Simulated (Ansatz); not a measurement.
**GeH5O (doublet): the correlation ladder at distance Ge1–H5 along a hydrogen transfer = 1.806 Å, cc-pVDZ**

The task here is to estimate one member of a computed series from the others.

Method: cc-pVDZ, core rule «outside noble gas», up to 15 orbitals frozen; program: Ansatz 0.2.0, Gaussian basis.

Plan: UHF; CCSD(T) on ROHF; CCSD(T) on UHF; BCCD(T) on ROHF; CISD; CCSDT(Q) on ROHF; CCSDT(Q) on UHF; CASSCF and MRCISD+Q, 3 electrons in 3 orbitals; CASSCF and NEVPT2, 3 electrons in 3 orbitals.

### What is computed

The geometry derives from fragments relaxed apart (PBE0/def2-TZVP) and kept rigid, so it is no stationary point. A hydrogen atom is moved between rigid fragments. No spin-orbit coupling is included. The filled d shell of Ge may be among the frozen orbitals whatever the setting's name suggests; the logs give the count.

7 atoms, charge 0, spin multiplicity 2.

Atoms are counted from 1 here; the program's logs count them from 0.

Bond lengths: Ge1–H2 1.534 Å, Ge1–H3 1.534 Å, Ge1–H4 1.534 Å, Ge1–H5 1.806 Å, H5–O6 1.098 Å, O6–H7 0.973 Å. Angles: H2–Ge1–H3 109.5°, H2–Ge1–H4 109.5°, H2–Ge1–H5 109.5°, H3–Ge1–H4 109.5°, H3–Ge1–H5 109.5°, H4–Ge1–H5 109.5°, Ge1–H5–O6 180.0°, H5–O6–H7 105.0°.

Coordinates:

```xyz
7
charge 0, multiplicity 2
Ge   -0.5329    0.0101    0.0000
H    -1.0443    1.4567    0.0000
H    -1.0443   -0.7132    1.2528
H    -1.0443   -0.7132   -1.2528
H     1.2731    0.0101    0.0000
O     2.3711    0.0101    0.0000
H     2.6230   -0.9298    0.0000
```

Set-up of the first run:

File in.yaml:

```yaml
crystal:
  periodic: [false, false, false]
  atoms:
    - {symbol: Ge, position_ang: [-0.532851, 0.010113, 0.000000]}
    - {symbol: H, position_ang: [-1.044301, 1.456713, 0.000001]}
    - {symbol: H, position_ang: [-1.044300, -0.713187, 1.252791]}
    - {symbol: H, position_ang: [-1.044301, -0.713186, -1.252792]}
    - {symbol: H, position_ang: [1.273149, 0.010113, 0.000000]}
    - {symbol: O, position_ang: [2.371149, 0.010113, 0.000000]}
    - {symbol: H, position_ang: [2.623008, -0.929837, -0.000001]}
basis:
  gaussian: {orbitals: cc-pVDZ}
magnetization: {spin_polarized: true, initial_magnetization: 1}
hamiltonian: {xc: hf}
output: {orbitals: {seedname: orbitals}}
```

Started as:

```sh
ansatz run in.yaml --threads 1 --pin off --events-out ev --progress --plain --max-ram 2816MiB --backend cpu
```

Among the steps run: UHF; CCSD(T) on ROHF; CCSD(T) on UHF; BCCD(T) on ROHF; CISD; CCSDT(Q) on ROHF; CCSDT(Q) on UHF; CASSCF and MRCISD+Q, 3 electrons in 3 orbitals; CASSCF and NEVPT2, 3 electrons in 3 orbitals.

One of the session's tables, all rows but one given; the rest of the session is left out.

```
       method  from UCCSDT(Q) (meV)
         ROHF               +9620.7
          UHF               +9471.0
         RMP2               +1130.6
         UMP2               +1183.5
         CISD               +1093.8
        RCCSD                +233.5
        UCCSD                +226.1
     RCCSD(T)                 +45.3
     UCCSD(T)                 +42.8
      BCCD(T)                 +44.8
       RCCSDT                     ?
       UCCSDT                 +19.3
    RCCSDT(Q)                  +3.3
    UCCSDT(Q)                     0
  CASSCF pair               +8921.4
  NEVPT2 pair               +1164.4
  MRCISD pair                +964.9
MRCISD+Q pair                +147.4
```

Estimate the missing values for RCCSDT.

**Answer.** from UCCSDT(Q) (meV): +22.6. In the column «from UCCSDT(Q) (meV)» it lies between UCCSDT (+19.3) and UCCSD(T) (+42.8).

To keep in mind: Restricted and unrestricted rows rest on different reference determinants; where their highest levels disagree by more than a few hundredths of an eV, they describe different states and don't form one ladder.
